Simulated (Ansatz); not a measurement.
Input of an Ansatz 0.2.0 run:

The input input.yaml:

```yaml
crystal:
  lattice:
    - [3.79453, -3.84926, -8.0e-05]
    - [3.79453, 3.84926, -8.0e-05]
    - [-0.04604, 0.0, 8.22029]
  atoms:
    - { symbol: Na, position: [0.5064, 0.4936, 0.75] }
    - { symbol: Na, position: [0.4936, 0.5064, 0.25] }
    - { symbol: La, position: [0.01239, 0.98761, 0.75] }
    - { symbol: La, position: [0.98761, 0.01239, 0.25] }
    - { symbol: Mn, position: [0.0, 0.5, 0.5], spin: 4.0 }
    - { symbol: Mn, position: [0.5, 0.0, 0.0], spin: 4.0 }
    - { symbol: Mo, position: [0.5, 0.0, 0.5], spin: 1.0 }
    - { symbol: Mo, position: [0.0, 0.5, 0.0], spin: 1.0 }
    - { symbol: O, position: [0.54302, 0.05203, 0.73247] }
    - { symbol: O, position: [0.45698, 0.94797, 0.26753] }
    - { symbol: O, position: [0.27994, 0.71875, 0.54832] }
    - { symbol: O, position: [0.72006, 0.28125, 0.45168] }
    - { symbol: O, position: [0.79897, 0.79494, 0.49934] }
    - { symbol: O, position: [0.20103, 0.20506, 0.50066] }
    - { symbol: O, position: [0.05203, 0.54302, 0.23247] }
    - { symbol: O, position: [0.94797, 0.45698, 0.76753] }
    - { symbol: O, position: [0.79494, 0.79897, 0.99934] }
    - { symbol: O, position: [0.20506, 0.20103, 0.00066] }
    - { symbol: O, position: [0.28125, 0.72006, 0.95168] }
    - { symbol: O, position: [0.71875, 0.27994, 0.04832] }
hamiltonian:
  xc: r2scan
  pseudopotentials: { kind: paw }
magnetization:
  spin_polarized: true
kpoints:
  mp_grid: { grid: [5, 5, 4] }
  band_path:
    path:
      - [[0.0, 0.0, 0.0], [-0.4929413816, -0.4929413816, 0.0029587656], [-0.4942310206, -0.4942310206, 0.49992974], [-0.4916517426, -0.4916517426, 0.5059877912], [0.0, 0.0, 0.5], [-0.5, 0.5, 0.5], [-0.5057689794, 0.4942310206, 0.50007026]]
      - [[-0.5083482574, 0.4916517426, 0.4940122088], [-0.5070586184, 0.4929413816, -0.0029587656], [-0.5, 0.5, 0.0], [0.0, 0.0, 0.0], [-0.5, 0.0, 0.0]]
      - [[-0.5, 0.0, 0.5], [0.0, 0.0, 0.0]]
    npoints: 10
scf:
  occupations: { method: fermi_dirac, width: 0.05 }
  n_extra_bands: 50
output:
  forces: true
  stress: true
  eigenvalues: true
  fatbands: false
  write_density: true
  write_potential: true
  elf: true
  volumetric_format: npy
```

Potentials or basis: Ansatz PAW.

Launch:

```console
$ ansatz run input.yaml --threads 8 --pin off --max-ram 20480MiB --backend cpu --events-out ev --progress --plain --runs-dir out
```

(1) Estimate the largest force.

(2) Estimate the absolute moment.

Answers

(1) 0.365 eV/Å.

(2) 9.19 μB per cell.

Caveat: the magnetic or orbital state may not be the lowest; spin-orbit coupling is left out, which moves the levels of the heavy elements; semilocal functionals often make such compounds metallic where correlation or magnetic order opens a gap, which also shifts bond lengths; only a ferromagnetic start was run, and an antiferromagnetic order may lie lower in energy; the PAW data sets come from PBE, with cores solved anew for the run's functional, which leaves a small shift of forces and pressure; the starting moments weren't kept.
